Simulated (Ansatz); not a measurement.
**AlBGeH (quartet): from Hartree-Fock to the top rungs at distance Al1–H4 = 5.329 Å, cc-pVDZ**

One table from this session's results is given with a row withheld; the runs are named, their logs left out.

Method: cc-pVDZ, core rule «outside noble gas», up to 20 orbitals frozen; program: Ansatz 0.2.0, Gaussian basis.

The runs, in order: UHF; CCSD(T) on ROHF; CCSD(T) on UHF; BCCD(T) on ROHF; CISD; CCSDT(Q) on ROHF; CCSDT(Q) on UHF; CASSCF and MRCISD+Q, 5 electrons in 5 orbitals; CASSCF and NEVPT2, 5 electrons in 5 orbitals.

20 further runs of the same task are left out: 2 for a mislabelled method, 14 that didn't finish, 4 set aside as unsound or not needed.

### The system

The geometry derives from a PBE0/def2-TZVP stationary point (not a proven minimum). One bond is set to the value named and the two fragments are kept rigid. No spin-orbit coupling is included. The filled d shell of Ge may be among the frozen orbitals whatever the setting's name suggests; the logs give the count.

4 atoms, charge 0, spin multiplicity 4.

Atoms are counted from 1 here; the program's logs count them from 0.

Bond lengths: Al1–Ge2 2.450 Å, Al1–B3 2.202 Å, Ge2–B3 2.069 Å. Angles: Ge2–Al1–B3 52.5°, Al1–Ge2–B3 57.6°, Al1–B3–Ge2 69.9°.

Set-up of the first run:

Contents of in.yaml:

```yaml
crystal:
  periodic: [false, false, false]
  atoms:
    - {symbol: Al, position_ang: [0.000000, 0.220085, 1.672638]}
    - {symbol: Ge, position_ang: [0.000000, 0.135431, -0.775698]}
    - {symbol: B, position_ang: [0.000000, -1.571913, 0.393335]}
    - {symbol: H, position_ang: [0.000000, 1.208371, 6.909195]}
basis:
  gaussian: {orbitals: cc-pVDZ}
magnetization: {spin_polarized: true, initial_magnetization: 3}
hamiltonian: {xc: hf}
output: {orbitals: {seedname: orbitals}}
```

Run with:

```console
$ ansatz run in.yaml --threads 1 --pin off --events-out ev --progress --plain --max-ram 2393MiB
```

Among the steps run: UHF; CCSD(T) on ROHF; CCSD(T) on UHF; BCCD(T) on ROHF; CISD; CCSDT(Q) on ROHF; CCSDT(Q) on UHF; CASSCF and MRCISD+Q, 5 electrons in 5 orbitals; CASSCF and NEVPT2, 5 electrons in 5 orbitals.

One of the session's tables, all rows but one given; the rest of the session is left out.

| method | from RCCSDT(Q) (kcal/mol) |
| --- | --- |
| ROHF | +160.08 |
| UHF | +148.61 |
| RMP2 | +27.00 |
| UMP2 | +38.68 |
| CISD | +29.37 |
| RCCSD | +14.10 |
| UCCSD | +14.13 |
| RCCSD(T) | +2.23 |
| UCCSD(T) | +3.47 |
| BCCD(T) | +2.16 |
| RCCSDT | ? |
| UCCSDT | +1.39 |
| RCCSDT(Q) | 0 |
| UCCSDT(Q) | -0.15 |
| CASSCF pair | +147.62 |
| NEVPT2 pair | +28.01 |
| MRCISD pair | +27.46 |
| MRCISD+Q pair | +7.95 |

Q: Estimate the row for RCCSDT from the others.

As computed: from RCCSDT(Q) (kcal/mol): +1.36. In the column «from RCCSDT(Q) (kcal/mol)» it lies between RCCSDT(Q) (0) and UCCSDT (+1.39).

Caveats from the session: The determinant is far from a pure spin state, so its energy mixes those of several spin states (harmless only where they are near-degenerate, as at dissociation). Warnings: spin contamination; coupled cluster took another determinant than the lowest; large T1 diagnostic. Restricted and unrestricted rows rest on different reference determinants; where their highest levels disagree by more than a few hundredths of an eV, they describe different states and don't form one ladder.
